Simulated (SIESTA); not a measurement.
HfB under changes of volume

One of the cells (12.326 Å³/atom); the others are scaled copies at fixed shape and fractional positions:

```
Hf B
1.0
     0.00000    2.31000    2.31000
     2.31000    0.00000    2.31000
     2.31000    2.31000    0.00000
Hf B
1 1
Cartesian
  2.3100 2.3100 2.3100
  0.0000 0.0000 0.0000
```

| Item | Value |
| --- | --- |
| Program | SIESTA 5.4.2 |
| Functional | WC |
| Potentials or basis | PseudoDojo 0.4 standard (PBEsol files) |
| Basis | TZ (energy shift 0.01 Ry) |
| Grid cutoff | 800 Ry |
| Energy shift | 0.01 Ry |
| k mesh | 10 × 10 × 10 |
| Occupations | fermi-dirac, width 0.05 eV |
| Spin | no spin polarisation |

```csv
volume (Å³/atom),energy over the lowest point (meV/atom),pressure (GPa)
11.587,215.91,42.1
11.833,156.87,35.1
12.080,108.09,28.7
12.326,68.69,22.9
12.573,38.07,17.4
12.819,?,?
13.066,0.00,7.9
```

Problem. What does the run at 12.819 Å³/atom give?

Solution. Energy over the lowest point 15.42 meV/atom; pressure 12.4 GPa.

Worked out: A Birch-Murnaghan fit of order 3 (a polynomial in V^(-2/3)) to the other rows has no minimum within the range. It gives 15.40 meV/atom at 12.819 Å³/atom, against the run's 15.42, and -dE/dV = 12.3 GPa, against 12.4.

Energies are extrapolated to zero smearing.

Caveats: the basis has no polarisation orbitals; semicore shells carry a single zeta, which can move pressures by several GPa and volumes by a few percent; the potentials were made for another functional, which shifts forces and pressure; the basis of atomic orbitals isn't converged, which shifts pressures, moduli and gaps.
